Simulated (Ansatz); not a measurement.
# ClGaHI (SMILES [Cl][GaH][I]): a relaxed scan of the bond length Cl1–Ga2

One table from this session's results is given with a row withheld; the runs are named, their logs left out.

The runs use Ansatz 0.2.0, Gaussian basis; single points in def2-TZVPP.

Levels: PBE-D4, r2SCAN-D4, PBE0-D4, B3LYP-D4, wB97M-V, Hartree-Fock, MP2, CCSD, CCSD(T). The scan takes 1.835, 1.898, 1.990, 2.097, 2.216, 2.345, 2.481, 2.624, 2.774 Å.

Cores are frozen in the correlated methods. Filled d shells of the heavier atoms are correlated. Core potentials replace the inner electrons past krypton, and spin-orbit coupling is left out. B3LYP uses VWN-RPA correlation.

18 further runs of the same task are left out: 18 set aside as unsound or not needed.

## The starting structure

SMILES `[Cl][GaH][I]`, 4 atoms, charge 0, spin multiplicity 1.

Atoms are counted from 1 here; the program's logs count them from 0.

Bond lengths: Cl1–Ga2 1.972 Å, Ga2–I3 2.797 Å, Ga2–H4 1.440 Å. Angles: Cl1–Ga2–I3 124.8°, Cl1–Ga2–H4 140.0°, I3–Ga2–H4 94.5°.

Coordinates:

```xyz
4
charge 0, multiplicity 1
Cl   -2.10040    0.07530   -0.53770
Ga   -0.15870    0.25010   -0.24270
I     1.42720   -1.61950    1.10380
H     0.88740    1.23380   -0.34370
```

The first run:

pre/in.yaml reads:

```yaml
crystal:
  periodic: [false, false, false]
  atoms:
    - {symbol: Cl, position_ang: [-2.100400, 0.075300, -0.537700]}
    - {symbol: Ga, position_ang: [-0.158700, 0.250100, -0.242700]}
    - {symbol: I, position_ang: [1.427200, -1.619500, 1.103800]}
    - {symbol: H, position_ang: [0.887400, 1.233800, -0.343700]}
basis:
  gaussian: {orbitals: def2-SVP}
hamiltonian: {xc: pbe, dispersion: d4}
relax: {f_tol: 0.03, max_steps: 250}
```

The command line of these runs was not kept.

Among the steps run: A first relaxation in a small basis; Relaxation at PBE0-D4; Reference energies at the minimum; Cl1–Ga2 = 1.835 Å; Cl1–Ga2 = 1.898 Å; Cl1–Ga2 = 1.990 Å; Cl1–Ga2 = 2.097 Å; Cl1–Ga2 = 2.216 Å; Cl1–Ga2 = 2.345 Å; Cl1–Ga2 = 2.481 Å; Cl1–Ga2 = 2.624 Å; Cl1–Ga2 = 2.774 Å.

One of the session's tables, all rows but one given; the rest of the session is left out.

Energies less that of the minimum at the same level (kcal/mol):

| bond length (Å) | PBE-D4 | PBE0-D4 | B3LYP-D4 | wB97M-V | Hartree-Fock |
| --- | --- | --- | --- | --- | --- |
| 1.835 | 27.3 | 25.8 | 27.8 | 26.3 | 29.1 |
| 1.898 | 15.7 | 14.5 | 16.0 | 14.8 | 16.6 |
| 1.990 | 5.5 | 4.7 | 5.6 | 4.8 | 5.6 |
| 2.097 | ? | ? | ? | ? | ? |
| 2.134 (minimum) | 0.0 | 0.0 | 0.0 | 0.0 | 0.0 |
| 2.216 | 0.6 | 1.1 | 0.6 | 1.1 | 0.9 |
| 2.345 | 4.6 | 6.0 | 4.8 | 6.1 | 5.7 |
| 2.481 | 11.3 | 13.5 | 11.6 | 13.7 | 13.5 |
| 2.624 | 19.4 | 22.5 | 19.9 | 23.0 | 23.0 |
| 2.774 | 28.3 | 32.2 | 29.1 | 33.0 | 33.2 |

Estimate the missing values for bond length (Å) = 2.097.

**Answer.** PBE-D4: 0.5; PBE0-D4: 0.3; B3LYP-D4: 0.5; wB97M-V: 0.3; Hartree-Fock: 0.4.
